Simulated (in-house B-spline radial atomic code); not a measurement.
**Tc²⁺: ionisation energy by several methods**

The task here is to estimate one member of a computed series from the others.

Method: non-relativistic, several functionals, spin-polarised; spherical all-electron atom at the radial basis limit. Code: in-house B-spline radial atomic code version 1.

## The atom as given

```
element       : technetium (Z = 43)
charge        : +2
electrons     : 41
configuration : [Kr] 4d5
nucleus       : point
```

The outer shells:

[Kr] 4d5
```
[Kr] core
4d [↑ ][↑ ][↑ ][↑ ][↑ ]
```

Where spins are not typed, each open shell is filled with up spins first.

Set-up of the first run:

Settings of the run:

```ini
Z = 43
electrons = 41.0
configuration = [Kr] 4d5
hamiltonian = nr
method = b88,lyp
spin_polarised = True
```

Steps of the session up to this table: BLYP, a GGA; LDA (PW92); PBE, a GGA; RPBE, a GGA; revTPSS, a meta-GGA; OLYP, a GGA.

One of the session's tables, all rows but one given; the rest of the session is left out.

```
    method  ΔSCF (eV)
LDA (PW92)     30.467
      BLYP          ?
       PBE     30.399
      RPBE     30.354
      OLYP     30.402
   revTPSS     30.292
```

**Question.** Estimate the row for BLYP.

As computed: ΔSCF (eV): 30.090. In the column «ΔSCF (eV)» it is the lowest.

Members of this set that are not shown: 12 used exact exchange with fractional occupations of an open shell, which is unsound here.

To keep in mind: Meta-GGA runs start from a PBE run whose iterations are not counted. These runs leave out relativity, which matters at this nuclear charge.
